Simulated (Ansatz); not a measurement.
# Co5H: the cost of one run

Method: DFT PBEsol, scalar-relativistic, plane waves, PAW, in Ansatz 0.2.0.

7 further runs of the same task are left out: 2 that didn't finish, 5 set aside as unsound or not needed. Runs told in other sessions of the task aren't counted.

### Step 1. The starting structure

Symmetry: P3m1, No. 156, trigonal system. Conventional cell: a = 2.456 Å, b = 2.456 Å, c = 24.939 Å, α = 90.00°, β = 90.00°, γ = 120.00°. Co (site symmetry 3m) has 9 Co at 2.44 to 2.46 Å in its first shell of neighbours. Around Co (site symmetry 3m) lie 12 Co at 2.44 to 2.46 Å. Co (site symmetry 3m) is surrounded by 12 Co at 2.39 to 2.46 Å. Around Co (site symmetry 3m) lie 9 Co at 2.39 to 2.46 Å.

Structure file:

```cif
data_structure
_symmetry_space_group_name_H-M 'P3m1'
_symmetry_Int_Tables_number 156
_cell_length_a 2.4564
_cell_length_b 2.4564
_cell_length_c 24.9388
_cell_angle_alpha 90.000
_cell_angle_beta 90.000
_cell_angle_gamma 120.000
_cell_volume 130.32
loop_
_atom_site_label
_atom_site_type_symbol
_atom_site_symmetry_multiplicity
_atom_site_Wyckoff_symbol
_atom_site_fract_x
_atom_site_fract_y
_atom_site_fract_z
_atom_site_occupancy
Co1 Co 1 c 0.66667 0.33333 0.34083 1
Co2 Co 1 b 0.33333 0.66667 0.42042 1
Co3 Co 1 c 0.66667 0.33333 0.50024 1
Co4 Co 1 b 0.33333 0.66667 0.58051 1
Co5 Co 1 c 0.66667 0.33333 0.65778 1
```

Miller indices refer to the conventional cell of the relaxed bulk, P6_3/mmc (No. 194): a = 2.456 Å, b = 2.456 Å, c = 3.969 Å, α = 90.00°, β = 90.00°, γ = 120.00°.

It is a (001) slab, 7.9 Å thick as cut, with 17 Å of vacuum; its outer planes are Co (top) and Co (bottom). An earlier relaxation, lower half held, gave -25463.2657 eV, work function 5.09 eV (top face), 5.12 eV (bottom face).

### Step 2. Place (0.00, 0.00)

From here the slab stays fixed; the adatom H keeps its place in the plane and moves along the normal alone. Equivalent places are not repeated.

The input, input.yaml:

```yaml
crystal:
  lattice:
    - [2.4564239303, 0.0, 0.0]
    - [-1.2282119652, 2.1273255261, 0.0]
    - [0.0, 0.0, 26.938824119]
  atoms:
    - { symbol: Co, position: [0.6666666667, 0.3333333333, 0.3155297337], spin: 1.94 }
    - { symbol: Co, position: [0.3333333333, 0.6666666667, 0.3892042942], spin: 1.87 }
    - { symbol: Co, position: [0.6666666667, 0.3333333333, 0.4631036639], spin: 1.83 }
    - { symbol: Co, position: [0.3333333333, 0.6666666667, 0.5374086796], spin: 1.86 }
    - { symbol: Co, position: [0.6666666667, 0.3333333333, 0.6089481499], spin: 1.92 }
    - { symbol: H, position: [0.6666666667, 0.3333333333, 0.6675995593], spin: 1.0 }
basis:
  ecutwfc: 420
kpoints:
  mp_grid: { grid: [12, 12, 1] }
hamiltonian:
  xc: pbesol
scf:
  occupations: { method: gaussian, width: 0.1 }
output:
  forces: true
  eigenvalues: true
  populations: true
  write_density: true
  write_potential: true
  elf: true
  volumetric_format: npy
magnetization:
  spin_polarized: true
relax:
  adjacent_minimum: "off"
  f_tol: 0.02
  max_steps: 25
  constraints: [{ sites: [0, 1, 2, 3, 4] }, { site: 5, fix: xy }]
efield:
  axis: 3
  dipole_correction: true
  ramp_width: 0.04
```

The run is started by

```sh
> ansatz run input.yaml --threads 4 --pin off --max-ram 10240MiB --backend cpu --events-out ev --progress --plain --runs-dir out
```

**Question.** How long does this run take on 4 threads of AMD EPYC 9R45 (Zen 5), shared host, and how much memory does it need?

About 20 s, with a peak of 0.75 GiB.
